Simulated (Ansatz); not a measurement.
**FH₆NO₂Si₂: a ladder of functionals and wavefunction methods**

One table from this session's results is given with a row withheld; the runs are named, their logs left out.

Method: functionals in def2-TZVPP, the program's frozen cores in correlated methods; program: Ansatz 0.2.0, Gaussian basis.

Levels to be run: PBE-D4, r2SCAN-D4, PBE0-D4, B3LYP-D4, ωB97X-V, ωB97M-V, B2PLYP; CCSD(T)/def2-TZVPP; MP2/def2-QZVPP; extrapolation to the limit.

## Structure used throughout

The geometry comes from an earlier relaxation with PBE0-D4 in a triple-zeta def2 set; it is a stationary point, not always the lowest conformer.

SMILES `O[SiH](O)N[SiH2]F`, 12 atoms, charge 0, spin multiplicity 1.

Atoms are counted from 1 here; the program's logs count them from 0.

Bond lengths: O1–Si2 1.633 Å, O1–H7 0.959 Å, Si2–O3 1.642 Å, Si2–N4 1.715 Å, Si2–H8 1.481 Å, O3–H9 0.958 Å, N4–Si5 1.707 Å, N4–H10 1.012 Å, Si5–F6 1.603 Å, Si5–H11 1.480 Å, Si5–H12 1.478 Å. Angles: Si2–O1–H7 116.3°, O1–Si2–O3 104.6°, O1–Si2–N4 108.5°, O1–Si2–H8 113.3°, O3–Si2–N4 114.4°, O3–Si2–H8 110.7°, N4–Si2–H8 105.6°, Si2–O3–H9 117.9°, Si2–N4–Si5 128.7°, Si2–N4–H10 115.4°, Si5–N4–H10 115.8°, N4–Si5–F6 111.8°, N4–Si5–H11 109.5°, N4–Si5–H12 109.4°, F6–Si5–H11 106.2°, F6–Si5–H12 106.3°, H11–Si5–H12 113.6°.

As a file:

```mol
FH6NO2Si2
  3D, bonds by distance, orders not assigned

 12 11  0  0  0  0  0  0  0  0999 V2000
    0.4941    1.7936    1.5534 O   0  0
   -0.3618    0.9301    0.4634 Si  0  0
   -1.8659    0.8206    1.1132 O   0  0
    0.4197   -0.5787    0.2311 N   0  0
    0.8589   -1.3388   -1.2334 Si  0  0
   -0.3184   -2.2691   -1.7984 F   0  0
   -0.0080    2.3867    2.1146 H   0  0
   -0.4130    1.5634   -0.8743 H   0  0
   -2.5335    0.3431    0.6190 H   0  0
    0.6057   -1.1059    1.0750 H   0  0
    2.0135   -2.2336   -0.9980 H   0  0
    1.1085   -0.3114   -2.2654 H   0  0
  1  2  8  0
  2  3  8  0
  2  4  8  0
  4  5  8  0
  5  6  8  0
  1  7  8  0
  2  8  8  0
  3  9  8  0
  4 10  8  0
  5 11  8  0
  5 12  8  0
M  END
```

Set-up of the first run:

The input, in.yaml:

```yaml
crystal:
  periodic: [false, false, false]
  atoms:
    - {symbol: O, position_ang: [0.494133, 1.793594, 1.553398]}
    - {symbol: Si, position_ang: [-0.361818, 0.930114, 0.463375]}
    - {symbol: O, position_ang: [-1.865854, 0.820641, 1.113157]}
    - {symbol: N, position_ang: [0.419714, -0.578719, 0.231078]}
    - {symbol: Si, position_ang: [0.858948, -1.338847, -1.233362]}
    - {symbol: F, position_ang: [-0.318381, -2.269073, -1.798446]}
    - {symbol: H, position_ang: [-0.007979, 2.386741, 2.114594]}
    - {symbol: H, position_ang: [-0.413040, 1.563366, -0.874335]}
    - {symbol: H, position_ang: [-2.533475, 0.343078, 0.619004]}
    - {symbol: H, position_ang: [0.605744, -1.105920, 1.074985]}
    - {symbol: H, position_ang: [2.013529, -2.233603, -0.998024]}
    - {symbol: H, position_ang: [1.108469, -0.311373, -2.265405]}
basis:
  gaussian: {orbitals: def2-TZVPP}
hamiltonian: {xc: pbe, dispersion: d4}
output: {forces: true, orbitals: {seedname: orbitals}}
```

Run with:

```console
ansatz run in.yaml --threads 2 --pin off --events-out ev --progress --plain --max-ram 32768MiB --backend cuda --devices 0, --max-vram 18GiB
```

Among the steps run: PBE-D4 (GGA); r2SCAN-D4 (meta-GGA); PBE0-D4 (hybrid); B3LYP-D4 (hybrid); ωB97X-V (range-separated); ωB97M-V (range-separated); B2PLYP (double hybrid); CCSD(T) in def2-TZVPP; MP2 in def2-QZVPP.

One of the session's tables, all rows but one given; the rest of the session is left out.

| method | atomisation energy (kJ/mol) |
| --- | --- |
| PBE-D4 | 4594.8 |
| r2SCAN-D4 | 4561.5 |
| PBE0-D4 | 4504.3 |
| B3LYP-D4 | 4555.1 |
| ωB97X-V | 4592.1 |
| ωB97M-V | 4591.0 |
| B2PLYP | 4522.3 |
| HF/def2-TZVPP | ? |
| MP2/def2-TZVPP | 4559.6 |
| CCSD/def2-TZVPP | 4386.0 |
| CCSD(T)/def2-TZVPP | 4450.6 |
| MP2/CBS | 4712.3 |
| CCSD(T)/CBS | 4603.3 |

Q: Estimate the row for HF/def2-TZVPP from the others.

**Answer.** atomisation energy (kJ/mol): 3271.8. In the column «atomisation energy (kJ/mol)» it is the lowest.
